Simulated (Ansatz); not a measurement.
# HfGe+ (sextet): from Hartree-Fock to the top rungs, def2-SVP

The task here is to estimate one member of a computed series from the others.

Program: Ansatz 0.2.0, Gaussian basis. Level of theory: def2-SVP, core rule «outside noble gas», up to 18 orbitals frozen. These are calculated values, not measurements.

The runs, in order: UHF; CCSD(T) on ROHF; CCSD(T) on UHF; CISD as a restricted active space (open shells left free, so some higher excitations enter); CCSDT(Q) on ROHF; CCSDT(Q) on UHF.

20 further runs of the same task are left out: 12 for a known fault of the program, 5 that didn't finish, 3 set aside as unsound or not needed. Runs told in other sessions of the task aren't counted.

### The system

The geometry is a PBE0/def2-TZVP stationary point (not a proven minimum) of the parent state, kept for this charge and spin. No spin-orbit coupling is included. Elements past krypton take def2 core potentials. The filled d shell of Ge may be among the frozen orbitals whatever the setting's name suggests.

2 atoms, charge 1, spin multiplicity 6.

Atoms are counted from 1 here; the program's logs count them from 0.

Bond lengths: Hf1–Ge2 2.605 Å.

As a file:

```xyz
2
charge 1, multiplicity 6
Hf    0.0000    0.0000    0.0000
Ge    0.0000    0.0000    2.6048
```

Set-up of the first run:

Contents of in.yaml:

```yaml
crystal:
  periodic: [false, false, false]
  atoms:
    - {symbol: Hf, position_ang: [0.000000, 0.000000, 0.000000]}
    - {symbol: Ge, position_ang: [0.000000, 0.000000, 2.604800]}
basis:
  gaussian: {orbitals: def2-SVP}
total_charge: 1
magnetization: {spin_polarized: true, initial_magnetization: 5}
hamiltonian: {xc: hf}
output: {orbitals: {seedname: orbitals}}
```

The run is started by

```
$ ansatz run in.yaml --threads 1 --pin off --events-out ev --progress --plain --max-ram 2393MiB
```

Steps of the session up to this table: UHF; CCSD(T) on ROHF; CCSD(T) on UHF; CISD as a restricted active space (open shells left free, so some higher excitations enter); CCSDT(Q) on ROHF; CCSDT(Q) on UHF.

One table of the session follows, with a row left open; its other results are not shown here.

```
   method  from RCCSDT(Q) (kJ/mol)
     ROHF                   +273.8
      UHF                   +262.0
     RMP2                    +65.7
     UMP2                    +60.7
    RCCSD                    +17.3
    UCCSD                     +9.4
 RCCSD(T)                        ?
 UCCSD(T)                     -3.6
   RCCSDT                     +0.7
   UCCSDT                     -6.8
RCCSDT(Q)                        0
UCCSDT(Q)                     -7.7
```

Estimate the missing values for RCCSD(T).

**Answer.** from RCCSDT(Q) (kJ/mol): +3.9. In the column «from RCCSDT(Q) (kJ/mol)» it lies between RCCSDT (+0.7) and UCCSD (+9.4).

Not comparable, so not listed: CISD as a restricted active space (open shells left free, so some higher excitations enter) (they don't share determinant, frozen orbitals or solution with the rows shown, or repeat one).

To keep in mind: Restricted and unrestricted rows rest on different reference determinants; a gap between their highest levels can come from leftover correlation error, from unlike frozen cores or from another state.
